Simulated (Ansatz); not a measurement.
Predict the output of the script below (Ansatz's Python interface).

`b2h4os_scan.py`
```python
# -*- coding: utf-8 -*-
"""Stretching a bond of B2H4OS, the rest held rigid."""

import ansatz as az
from ase import Atoms
import numpy as np

BASIS = "def2-SVP"
FUNCTIONAL = "r2scan0"


def main():
    atoms = Atoms(["B", "B", "O", "S", "H", "H", "H", "H"], positions=[
        (0.2865, 1.2531, 0.0726),
        (0.0367, -0.3498, 0.0133),
        (0.5704, -1.1807, 1.0577),
        (-0.8542, -1.1268, -1.3959),
        (-0.2215, 1.9669, -0.8083),
        (0.8409, 1.8113, 0.9448),
        (1.5353, -1.419, 0.7524),
        (-2.102, -1.012, -0.6925),
    ])
    b2h4os = az.Crystal.molecule_from_ase(atoms)

    symbols = [site.symbol for site in b2h4os.cartesian_sites]
    start = np.array([site.position_ang for site in b2h4os.cartesian_sites])
    axis = (start[7] - start[3]) / np.linalg.norm(start[7] - start[3])
    moving = [7]
    lengths, energies = [1.22, 1.32, 1.44, 1.58, 1.8, 2.16, 2.59, 3.16], []
    for length in lengths:
        xyz = start.copy()
        xyz[moving] += (length - np.linalg.norm(start[7] - start[3])) * axis
        point = az.Crystal.molecule()
        for symbol, place in zip(symbols, xyz):
            point = point.atom(symbol, place.tolist())
        calc = point.calculation().basis(gaussian=BASIS).functional(FUNCTIONAL).spin("collinear")
        rep = calc.run(threads=1).report
        energies.append(rep["free_energy_ev"])
        print(f"r = {length:6.3f} A  E = {energies[-1]:.5f} eV  <S^2> = {abs(rep['mean_field']['state']['spin_squared']):.3f}")

    print("energy above the lowest point (eV):", [round(e - min(energies), 3) for e in energies])


if __name__ == "__main__":
    main()
```

```console
$ python b2h4os_scan.py
r =  1.220 A  E = -14289.73978 eV  <S^2> = 0.000
r =  1.320 A  E = -14290.00327 eV  <S^2> = 0.000
r =  1.440 A  E = -14289.91373 eV  <S^2> = 0.000
r =  1.580 A  E = -14289.51125 eV  <S^2> = 0.000
r =  1.800 A  E = -14288.63393 eV  <S^2> = 0.000
r =  2.160 A  E = -14287.27007 eV  <S^2> = 0.334
r =  2.590 A  E = -14287.06175 eV  <S^2> = 1.011
r =  3.160 A  E = -14287.07511 eV  <S^2> = 1.009
energy above the lowest point (eV): [0.263, 0.0, 0.09, 0.492, 1.369, 2.733, 2.942, 2.928]
```

The settings weren't tested for convergence. The rest of the molecule is held rigid at a force-field or estimated start geometry, and the basis set is modest; single-reference methods fail as a bond breaks. The expectation value of S² is noticeably off S(S+1) in at least one run, so that state is spin-contaminated. Finished in 96 s on 1 thread of Arm Neoverse V2, on a shared host, peak memory 0.31 GiB.
